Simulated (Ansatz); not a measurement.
**C₃H₆BClO: a ladder of functionals and wavefunction methods**

An exercise on one series of results from a longer session: the logs are not shown, and one member is left open.

The runs use Ansatz 0.2.0, Gaussian basis; functionals in def2-TZVPP, the program's frozen cores in correlated methods.

Plan: LDA (SPW92), PBE-D4, revPBE-D4, BLYP-D4, r2SCAN-D4, B97M-V, PBE0-D4, B3LYP-D4, r2SCANh-D4, r2SCAN0-D4, HSE06-D4, BHLYP-D4, CAM-B3LYP-D4, LC-ωPBE, ωB97X-V, ωB97M-V, B2PLYP, PBE-QIDH; CCSD(T)/def2-SVP; CCSD(T)/def2-TZVPP; MP2/def2-QZVPP; extrapolation to the limit; RPA on PBE.

### The geometry

The geometry comes from an earlier relaxation with PBE0-D4 in a triple-zeta def2 set; it is a stationary point, not always the lowest conformer.

SMILES `BC(C)(Cl)C=O`, 12 atoms, charge 0, spin multiplicity 1.

Atoms are counted from 1 here; the program's logs count them from 0.

Bond lengths: B1–C2 1.573 Å, B1–H7 1.192 Å, B1–H8 1.193 Å, C2–C3 1.495 Å, C2–Cl4 1.862 Å, C2–C5 1.495 Å, C3–H9 1.089 Å, C3–H10 1.093 Å, C3–H11 1.091 Å, C5–O6 1.199 Å, C5–H12 1.108 Å. Angles: C2–B1–H7 117.8°, C2–B1–H8 119.3°, H7–B1–H8 122.3°, B1–C2–C3 122.7°, B1–C2–Cl4 74.3°, B1–C2–C5 114.8°, C3–C2–Cl4 112.6°, C3–C2–C5 116.2°, Cl4–C2–C5 107.2°, C2–C3–H9 111.0°, C2–C3–H10 107.3°, C2–C3–H11 112.1°, H9–C3–H10 108.7°, H9–C3–H11 110.1°, H10–C3–H11 107.5°, C2–C5–O6 122.5°, C2–C5–H12 115.1°, O6–C5–H12 122.4°.

The first run:

Input file in.yaml:

```yaml
crystal:
  periodic: [false, false, false]
  atoms:
    - {symbol: B, position_ang: [-1.094382, -0.640567, -0.902238]}
    - {symbol: C, position_ang: [0.044692, 0.075471, -0.087562]}
    - {symbol: C, position_ang: [1.018285, -0.671544, 0.766400]}
    - {symbol: Cl, position_ang: [0.574268, 0.156750, -1.870971]}
    - {symbol: C, position_ang: [-0.274593, 1.470939, 0.343533]}
    - {symbol: O, position_ang: [-0.109232, 1.850533, 1.469130]}
    - {symbol: H, position_ang: [-1.047224, -1.827877, -0.997068]}
    - {symbol: H, position_ang: [-2.041195, -0.009191, -1.259492]}
    - {symbol: H, position_ang: [1.204827, -1.667362, 0.367044]}
    - {symbol: H, position_ang: [0.571255, -0.770861, 1.758680]}
    - {symbol: H, position_ang: [1.960087, -0.132967, 0.883665]}
    - {symbol: H, position_ang: [-0.729689, 2.111474, -0.437220]}
basis:
  gaussian: {orbitals: def2-TZVPP}
hamiltonian: {xc: lda}
output: {orbitals: {seedname: orbitals}}
```

Launch:

```sh
ansatz run in.yaml --threads 4 --pin off --events-out ev --progress --plain --max-ram 10444MiB
```

Among the steps run: LDA; PBE-D4 (GGA); revPBE-D4 (GGA); BLYP-D4 (GGA); r2SCAN-D4 (meta-GGA); B97M-V (meta-GGA); B3LYP-D4 (hybrid); r2SCANh-D4 (hybrid); r2SCAN0-D4 (hybrid); HSE06-D4 (hybrid); BHLYP-D4 (hybrid); CAM-B3LYP-D4 (range-separated); LC-ωPBE (range-separated); ωB97X-V (range-separated); ωB97M-V (range-separated); B2PLYP (double hybrid); PBE-QIDH (double hybrid).

One table of the session follows, with a row left open; its other results are not shown here.

It belongs to the step «Orbital energies across the functionals». 

| functional | HOMO (eV) | LUMO (eV) | gap (eV) |
| --- | --- | --- | --- |
| LDA (SPW92) | -6.44 | -3.00 | 3.43 |
| PBE-D4 | -6.28 | -2.74 | 3.54 |
| revPBE-D4 | -6.22 | -2.64 | 3.58 |
| BLYP-D4 | -6.22 | -2.61 | 3.61 |
| r2SCAN-D4 | -6.61 | -2.55 | 4.06 |
| B97M-V | -6.79 | -2.45 | 4.34 |
| PBE0-D4 | -7.88 | -1.63 | 6.25 |
| B3LYP-D4 | -7.66 | -1.89 | 5.77 |
| r2SCANh-D4 | -7.21 | -2.14 | 5.07 |
| r2SCAN0-D4 | -8.11 | -1.53 | 6.58 |
| HSE06-D4 | -7.47 | -2.02 | 5.45 |
| BHLYP-D4 | -9.44 | -0.40 | 9.04 |
| CAM-B3LYP-D4 | ? | ? | ? |
| LC-ωPBE | -10.65 | 0.81 | 11.46 |
| ωB97X-V | -10.35 | 0.71 | 11.06 |
| ωB97M-V | -10.28 | 0.61 | 10.90 |

Q: Estimate the row for CAM-B3LYP-D4 from the others.

As computed: HOMO (eV): -9.36; LUMO (eV): -0.44; gap (eV): 8.93. In the column «HOMO (eV)» it lies between BHLYP-D4 (-9.44) and r2SCAN0-D4 (-8.11).
